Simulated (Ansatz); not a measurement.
# GeH4NO radical: basis-set convergence

Aim: see how fast density functionals converge with the basis set for GeH4NO radical.

Computed with Ansatz 0.2.0, Gaussian basis. Level: one geometry, several basis sets.

The runs, in order: PBE0-D4/def2-SVP; ωB97M-V/def2-SVP; PBE0-D4/def2-QZVPP; ωB97M-V/def2-QZVPP; the functionals' def2-TZVPP values are taken from earlier runs.

## 1. The relaxed structure

An earlier PBE0-D4 in a triple-zeta def2 set relaxation fixed the geometry.

SMILES `[NH][GeH2][OH]`, 7 atoms, charge 0, spin multiplicity 2.

Atoms are counted from 1 here; the program's logs count them from 0.

Bond lengths: N1–Ge2 1.860 Å, N1–H4 1.025 Å, Ge2–O3 1.771 Å, Ge2–H5 1.544 Å, Ge2–H6 1.536 Å, O3–H7 0.961 Å. Angles: Ge2–N1–H4 110.2°, N1–Ge2–O3 106.5°, N1–Ge2–H5 107.6°, N1–Ge2–H6 113.8°, O3–Ge2–H5 110.8°, O3–Ge2–H6 105.4°, H5–Ge2–H6 112.6°, Ge2–O3–H7 111.8°.

## 2. PBE0-D4 in def2-SVP

File in.yaml:

```yaml
crystal:
  periodic: [false, false, false]
  atoms:
    - {symbol: N, position_ang: [-1.180001, -0.629604, -0.704335]}
    - {symbol: Ge, position_ang: [0.091826, 0.357854, 0.227285]}
    - {symbol: O, position_ang: [1.488064, -0.708494, 0.454167]}
    - {symbol: H, position_ang: [-2.073683, -0.127326, -0.724697]}
    - {symbol: H, position_ang: [0.468549, 1.575305, -0.644215]}
    - {symbol: H, position_ang: [-0.348330, 0.758218, 1.642881]}
    - {symbol: H, position_ang: [1.614777, -1.293953, -0.296687]}
basis:
  gaussian: {orbitals: def2-SVP}
magnetization: {spin_polarized: true, initial_magnetization: 1}
hamiltonian: {xc: pbe0, dispersion: d4}
output: {orbitals: {seedname: orbitals}}
```

The runs that follow: ωB97M-V in def2-SVP; PBE0-D4 in def2-QZVPP; ωB97M-V in def2-QZVPP.

Before running them: what should the planned runs give, taken together? Wanted: PBE0-D4: double and triple zeta above quadruple; ωB97M-V: double and triple zeta above quadruple.

The runs gave:

| quantity | value |
| --- | --- |
| PBE0-D4: double and triple zeta above quadruple | 13.19, 1.45 eV |
| ωB97M-V: double and triple zeta above quadruple | 13.27, 1.41 eV |

For PBE0-D4 the step from double to triple zeta gains 11.73 eV and the next only 1.45 eV. These are total energies; as a rule much of such shifts cancels in differences, which this series doesn't test.
